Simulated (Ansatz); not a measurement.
# HfAl3O4: the cost of one run

Method: DFT PBE, scalar-relativistic, plane waves, PAW, in Ansatz 0.2.0.

### Step 1. Starting point

Symmetry: P-43m, No. 215, cubic system. The conventional cell has a = 5.997 Å, b = 5.997 Å, c = 5.997 Å, α = 90.00°, β = 90.00°, γ = 90.00°. Hf (site symmetry -43m) is surrounded by 4 O at 1.96 Å. Al (site symmetry -42m) is surrounded by 4 O at 2.46 Å. O (site symmetry 3m) has 1 Hf at 1.96 Å and 3 Al at 2.46 Å as nearest neighbours.

Structure file:

```
CELL_PARAMETERS angstrom
5.99712 0.00000 0.00000
0.00000 5.99712 0.00000
0.00000 0.00000 5.99712
ATOMIC_POSITIONS crystal
Hf 0.00000 0.00000 0.00000
Al 0.00000 0.00000 0.50000
Al 0.00000 0.50000 0.00000
Al 0.50000 0.00000 0.00000
O 0.81151 0.81151 0.18849
O 0.81151 0.18849 0.81151
O 0.18849 0.81151 0.81151
O 0.18849 0.18849 0.18849
```

The cell was relaxed beforehand at this level, from a database cell with other species swapped in; it needn't be the stable form of this composition. At a tolerance of 0.05 Å it has space group P-43m (No. 215); it has 26.96 Å³/atom, an uncorrected energy of -1.04 eV/atom over the elements.

### Step 2. Static run: bands, density of states and charges

input.yaml reads:

```yaml
crystal:
  lattice:
    - [5.9971162376, 0.0, 0.0]
    - [0.0, 5.9971162376, 0.0]
    - [0.0, 0.0, 5.9971162376]
  atoms:
    - { symbol: Hf, position: [0.0, 0.0, 0.0] }
    - { symbol: Al, position: [0.0, 0.0, 0.5] }
    - { symbol: Al, position: [0.0, 0.5, 0.0] }
    - { symbol: Al, position: [0.5, 0.0, 0.0] }
    - { symbol: O, position: [0.811506008, 0.811506008, 0.188493992] }
    - { symbol: O, position: [0.811506008, 0.188493992, 0.811506008] }
    - { symbol: O, position: [0.188493992, 0.811506008, 0.811506008] }
    - { symbol: O, position: [0.188493992, 0.188493992, 0.188493992] }
basis:
  ecutwfc: 420
kpoints:
  mp_grid: { grid: [6, 6, 6] }
  band_path:
    path:
      - [[0.0, 0.0, 0.0], [0.0, 0.5, 0.0], [0.5, 0.5, 0.0], [0.0, 0.0, 0.0], [0.5, 0.5, 0.5], [0.0, 0.5, 0.0]]
      - [[0.5, 0.5, 0.5], [0.5, 0.5, 0.0]]
    npoints: 14
hamiltonian:
  xc: pbe
scf:
  occupations: { method: gaussian, width: 0.1 }
  n_extra_bands: 20
output:
  forces: true
  stress: true
  eigenvalues: true
  populations: true
  dos: { projected: true, de: 0.02, nscf_kmesh: { grid: [8, 8, 8] } }
  bader: true
  write_density: true
  write_potential: true
  elf: true
  volumetric_format: npy
```

Run with:

```
ansatz run input.yaml --threads 1 --pin off --max-ram 2048MiB --backend cpu --events-out ev --progress --plain --runs-dir out
```

What time and memory should one allow on 1 thread of Arm Neoverse V2, shared host?

About 2.7 min, with a peak of 0.75 GiB.
